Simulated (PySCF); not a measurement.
# C4H8FNSi2: a tour of settings, part 2 of 2

PySCF 2.14.0. Atoms count from 0. The steps go on from the part before.

## 4. Ultraviolet spectrum: CAM-B3LYP/6-31G*

Job settings and geometry (Å):

```
{"job": {"kind": "uv", "xc": "CAM-B3LYP", "basis": "6-31G*", "nstates": 3, "ntriplets": 0, "tda": false, "scf": {"aux": "def2-universal-jfit", "max_cycle": 72}}, "charge": 0, "multiplicity": 1}
N      2.885151    -0.618077     0.910248
C      2.068719    -0.380544     0.142525
C      1.029496    -0.058017    -0.777249
Si     0.276555     1.691170    -0.358475
Si    -1.412590     0.776857     0.944243
C     -0.812937    -1.026811     0.663932
C     -0.099164    -1.088721    -0.677242
F     -1.016525    -0.796100    -1.679930
H      1.443775    -0.077677    -1.788632
H      1.351344     2.481285     0.247189
H     -0.050267     2.303735    -1.649816
H     -2.776793     0.923032     0.428684
H     -1.423313     1.062339     2.381903
H     -0.106778    -1.332984     1.436289
H     -1.629586    -1.748277     0.665517
H      0.265314    -2.102265    -0.900596
```

Level: TDDFT CAM-B3LYP/6-31G*, vertical, gas phase, core orbitals frozen in the response.

Log:

```text
final grid: 134256 points
cycle   1  E = -889.8566532897  dE =  1.098e+00  |g| = 7.180e-01  |ddm| = 3.803e+00
cycle   2  E = -889.7351220631  dE =  1.215e-01  |g| = 1.103e+00  |ddm| = 1.687e+00
cycle   3  E = -889.9699672531  dE = -2.348e-01  |g| = 1.281e-01  |ddm| = 1.038e+00
cycle   4  E = -889.9730050880  dE = -3.038e-03  |g| = 6.414e-02  |ddm| = 1.384e-01
cycle   5  E = -889.9738179651  dE = -8.129e-04  |g| = 1.395e-02  |ddm| = 6.381e-02
cycle   6  E = -889.9738604594  dE = -4.249e-05  |g| = 3.333e-03  |ddm| = 1.662e-02
cycle   7  E = -889.9738631332  dE = -2.674e-06  |g| = 7.278e-04  |ddm| = 3.932e-03
cycle   8  E = -889.9738632931  dE = -1.599e-07  |g| = 2.057e-04  |ddm| = 1.204e-03
cycle   9  E = -889.9738633067  dE = -1.362e-08  |g| = 4.529e-05  |ddm| = 3.737e-04
cycle  10  E = -889.9738633073  dE = -5.627e-10  |g| = 2.058e-05  |ddm| = 7.189e-05
converged SCF energy = -889.9738633073

Static polarisability (au): isotropic 86.134, principal 77.525 86.027 94.849

Singlet excitations
state   eV       nm        f      main configurations
  1   7.0156    176.7   0.09652   H->L 0.65, H->L+1 0.17
  2   7.1921    172.4   0.05531   H->L+1 0.68, H->L 0.17
  3   7.5220    164.8   0.02231   H->L+3 0.28, H-1->L 0.21, H-1->L+3 0.15
```

Run time: 43 s. Hardware: 1 thread of AMD EPYC, shared host; peak memory 0.66 GiB.

It converged, yet the result is unsound: the fitting basis def2-universal-jfit is not made for Coulomb and exchange fitting here. Its HOMO lies at -9.37 eV, against -7.06 eV in step 2 (BLYP/def2-SVPD), a different level, so the two don't compare directly.

## 5. Ultraviolet spectrum: KT2/6-31G

Same as in step 4 but for these lines:

```diff
@@ -1,2 +1,2 @@
-{"job": {"kind": "uv", "xc": "CAM-B3LYP", "basis": "6-31G*", "nstates": 3, "ntriplets": 0, "tda": false, "scf": {"aux": "def2-universal-jfit", "max_cycle": 72}}, "charge": 0, "multiplicity": 1}
+{"job": {"kind": "uv", "xc": "KT2", "basis": "6-31G", "nstates": 12, "ntriplets": 5, "tda": false, "scf": {"level_shift": 0.3}}, "charge": 0, "multiplicity": 1}
 N      2.885151    -0.618077     0.910248
```

Method: TDDFT KT2/6-31G, vertical, gas phase, core orbitals frozen in the response.

Log:

```text
final grid: 134256 points
cycle   1  E = -900.4979626376  dE =  1.022e+00  |g| = 8.648e-01  |ddm| = 3.780e+00
cycle   2  E = -900.3910082104  dE =  1.070e-01  |g| = 1.226e+00  |ddm| = 2.370e+00
cycle   3  E = -900.6387681115  dE = -2.478e-01  |g| = 4.159e-01  |ddm| = 7.429e-01
cycle   4  E = -900.6737272040  dE = -3.496e-02  |g| = 1.286e-01  |ddm| = 4.179e-01
cycle   5  E = -900.6774430208  dE = -3.716e-03  |g| = 3.067e-02  |ddm| = 1.593e-01
cycle   6  E = -900.6777247207  dE = -2.817e-04  |g| = 8.831e-03  |ddm| = 3.789e-02
cycle   7  E = -900.6777505477  dE = -2.583e-05  |g| = 2.885e-03  |ddm| = 1.480e-02
cycle   8  E = -900.6777544911  dE = -3.943e-06  |g| = 1.038e-03  |ddm| = 5.871e-03
cycle   9  E = -900.6777549531  dE = -4.620e-07  |g| = 5.425e-04  |ddm| = 2.354e-03
cycle  10  E = -900.6777550636  dE = -1.106e-07  |g| = 2.859e-04  |ddm| = 9.707e-04
cycle  11  E = -900.6777550930  dE = -2.936e-08  |g| = 1.408e-04  |ddm| = 4.328e-04
cycle  12  E = -900.6777551001  dE = -7.131e-09  |g| = 7.576e-05  |ddm| = 2.178e-04
cycle  13  E = -900.6777551021  dE = -1.993e-09  |g| = 3.791e-05  |ddm| = 1.073e-04
cycle  14  E = -900.6777551027  dE = -5.407e-10  |g| = 1.972e-05  |ddm| = 5.358e-05
level shift removed, Fock matrix diagonalised once more
converged SCF energy = -900.6777551027

Static polarisability (au): isotropic 89.485, principal 79.593 89.530 99.330

Singlet excitations
state   eV       nm        f      main configurations
  1   6.5809    188.4   0.13146   H->L 0.86
  2   6.8408    181.2   0.02105   H->L+2 0.85
  3   6.8861    180.0   0.02960   H->L+1 0.60, H-2->L 0.21
  4   6.9269    179.0   0.01084   H-1->L 0.48, H-2->L 0.39
  5   7.0800    175.1   0.04265   H-1->L 0.45, H-2->L 0.31, H->L+1 0.10
  6   7.2368    171.3   0.00623   H-3->L 0.89
  7   7.3347    169.0   0.00077   H-2->L+1 0.46, H-1->L+1 0.42
  8   7.4172    167.2   0.01532   H->L+3 0.52, H-2->L+1 0.22, H-1->L+1 0.10
  9   7.4507    166.4   0.00394   H-4->L 0.69, H-1->L+2 0.14, H-2->L+2 0.10
 10   7.4777    165.8   0.00357   H-1->L+2 0.49, H-4->L 0.27, H-2->L+2 0.13
 11   7.5167    164.9   0.01319   H-2->L+2 0.27, H-3->L+1 0.23, H->L+3 0.17
 12   7.5991    163.2   0.00608   H-2->L+2 0.28, H->L+4 0.16, H->L+3 0.12

Triplet excitations (Tamm-Dancoff, eV): 5.8096 6.2270 6.3346 6.5257 6.6305
```

It took 69 s on 1 thread of AMD EPYC, shared host; peak memory 0.66 GiB.

Key values: HOMO -7.16 eV, LUMO -0.98 eV; lowest singlet 6.58 eV.

## 6. Excited states and response: PW91/STO-3G

Same as in step 5 but for these lines:

```diff
@@ -1,2 +1,2 @@
-{"job": {"kind": "uv", "xc": "KT2", "basis": "6-31G", "nstates": 12, "ntriplets": 5, "tda": false, "scf": {"level_shift": 0.3}}, "charge": 0, "multiplicity": 1}
+{"job": {"kind": "uv", "xc": "PW91", "basis": "STO-3G", "nstates": 6, "ntriplets": 5, "tda": false, "scf": {"damp": 0.2}}, "charge": 0, "multiplicity": 1}
 N      2.885151    -0.618077     0.910248
```

With the program's defaults for keys left out, this is: TDDFT PW91/STO-3G, vertical, gas phase, core orbitals frozen in the response.

Log:

```text
damping 0.20 in the first 6 cycles
final grid: 134256 points
cycle   1  E = -879.7365444633  dE =  6.401e-01  |g| = 6.041e-01  |ddm| = 5.245e+00
cycle   2  E = -879.5334601377  dE =  2.031e-01  |g| = 1.075e+00  |ddm| = 1.836e+00
cycle   3  E = -878.9282931977  dE =  6.052e-01  |g| = 1.621e+00  |ddm| = 2.842e+00
cycle   4  E = -875.7388779840  dE =  3.189e+00  |g| = 3.479e+00  |ddm| = 6.791e+00
cycle   5  E = -876.4486248543  dE = -7.097e-01  |g| = 2.702e+00  |ddm| = 7.852e+00
cycle   6  E = -859.5121450548  dE =  1.694e+01  |g| = 6.394e+00  |ddm| = 1.299e+01
cycle   7  E = -851.8351033987  dE =  7.677e+00  |g| = 4.000e+00  |ddm| = 1.756e+01
cycle   8  E = -843.2993637697  dE =  8.536e+00  |g| = 4.481e+00  |ddm| = 1.843e+01
cycle   9  E = -873.6896007660  dE = -3.039e+01  |g| = 3.198e+00  |ddm| = 1.425e+01
cycle  10  E = -869.8772610687  dE =  3.812e+00  |g| = 3.764e+00  |ddm| = 7.263e+00
[... 3 cycles left out ...]
cycle  14  E = -879.6222629802  dE = -1.101e-01  |g| = 8.779e-01  |ddm| = 3.715e-01
cycle  15  E = -879.7208743374  dE = -9.861e-02  |g| = 7.014e-01  |ddm| = 8.732e-01
cycle  16  E = -879.8454383317  dE = -1.246e-01  |g| = 1.503e-01  |ddm| = 5.780e-01
cycle  17  E = -879.8524013694  dE = -6.963e-03  |g| = 2.791e-02  |ddm| = 2.278e-01
cycle  18  E = -879.8526495649  dE = -2.482e-04  |g| = 8.307e-03  |ddm| = 5.267e-02
cycle  19  E = -879.8526732526  dE = -2.369e-05  |g| = 1.423e-03  |ddm| = 1.460e-02
cycle  20  E = -879.8526740122  dE = -7.596e-07  |g| = 2.074e-04  |ddm| = 2.646e-03
cycle  21  E = -879.8526740300  dE = -1.778e-08  |g| = 7.422e-05  |ddm| = 5.074e-04
cycle  22  E = -879.8526740319  dE = -1.972e-09  |g| = 1.986e-05  |ddm| = 1.345e-04
cycle  23  E = -879.8526740320  dE = -9.845e-11  |g| = 1.074e-05  |ddm| = 4.130e-05
converged SCF energy = -879.8526740320

Static polarisability (au): isotropic 48.650, principal 42.727 47.421 55.804

Singlet excitations
state   eV       nm        f      main configurations
  1   6.3646    194.8   0.00133   H->L 0.83, H-1->L 0.15
  2   6.4284    192.9   0.00013   H->L+1 0.97
  3   6.4584    192.0   0.00253   H-1->L+1 0.59, H-1->L 0.35
  4   6.6620    186.1   0.03154   H-1->L 0.46, H-1->L+1 0.40, H->L 0.12
  5   7.0242    176.5   0.00096   H->L+2 0.99
  6   7.0732    175.3   0.00142   H-1->L+2 0.99

Triplet excitations (Tamm-Dancoff, eV): 6.2470 6.3129 6.4026 6.4368 7.0021
```

Wall time 44 s (1 thread of AMD EPYC, shared host); peak memory 0.66 GiB.

This run: HOMO -3.21 eV, LUMO 3.12 eV; lowest singlet 6.36 eV.

## 7. Run by run: electronic excitations

Excitations and ground-state properties, with basis size and wall time:

| run | lowest singlet (eV) | brightest (eV) | f | gap (eV) | α (Å³) | μ (D) | functions | time |
| --- | --- | --- | --- | --- | --- | --- | --- | --- |
| BLYP/def2-SVPD | 6.08 | 6.23 | 0.099 | 5.84 | 15.68 | 2.53 | 235 | 2.2 min |
| KT2/6-31G | 6.58 | 6.58 | 0.131 | 6.19 | 13.26 | 2.25 | 96 | 69 s |
| PW91/STO-3G | 6.36 | 6.66 | 0.032 | 6.33 | 7.21 | 3.17 | 56 | 44 s |

## 8. Results

What follows sums up all 2 parts.

```
                                quantity                                               value
         lowest singlet (BLYP/def2-SVPD)                         6.08 eV (204 nm), f = 0.007
brightest single state of those computed                         state 2, 6.23 eV, f = 0.099
                          lowest triplet                                             5.54 eV
   surface potential, 1st and 99th percentile                                  -1.71 V and 1.37 V
  ¹³C shifts against TMS (PBE0/pcSseg-1)                         123.7, 98.2, 21.2, 20.0 ppm
   ¹H shifts against TMS (PBE0/pcSseg-1)  5.73, 4.24, 4.15, 4.09, 4.05, 2.78, 1.97, 1.55 ppm
  ¹⁵N shifts against NH3 (PBE0/pcSseg-1)                                           304.9 ppm
 ²⁹Si shifts against TMS (PBE0/pcSseg-1)                                    -57.2, -73.7 ppm
¹⁹F shifts against CFCl3 (PBE0/pcSseg-1)                                          -191.4 ppm
             range of the lowest singlet                                     6.08 to 6.58 eV
           property runs in this session     5, of which 0 failed and 2 gave unsound results
```

**Reading.** Single values in the summary come from the first run of each kind that ended normally (BLYP/def2-SVPD; PBE0/pcSseg-1), which need not be the best level. The lowest singlet, at 6.08 eV, is HOMO→LUMO+1 0.72, HOMO→LUMO 0.23 and is weak; of the 12 states computed, the strongest absorption comes from state 2 at 6.23 eV. The lowest triplet lies 0.54 eV below the lowest singlet. By nearest atom (BLYP/def2-SVPD), the HOMO sits on Si3, Si4 about 19 % each; N0 15 % and the LUMO on Si3 20 %; Si4 12 %. The most deshielded carbon is C1 (nitrile carbon), at 123.7 ppm: this is the usual window of a C≡N carbon, which has no attached hydrogen. The most deshielded hydrogen is H15 (hydrogen on an sp3 CH bonded to F), at 5.73 ppm: its carbon carries F, which withdraws density. At PBE0/pcSseg-1: Shielding is most anisotropic at N0 (span 491 ppm, paramagnetic term -378 ppm). The lowest singlet runs from 6.08 eV (BLYP/def2-SVPD) to 6.58 eV (KT2/6-31G), while the orbital gap spans 5.84 to 6.33 eV. A minimal basis can't describe excited states, so its value is no measure of the functional. The lowest state need not be the same one in every run. The runs solved for a few states only, so the brightest column depends on that window.
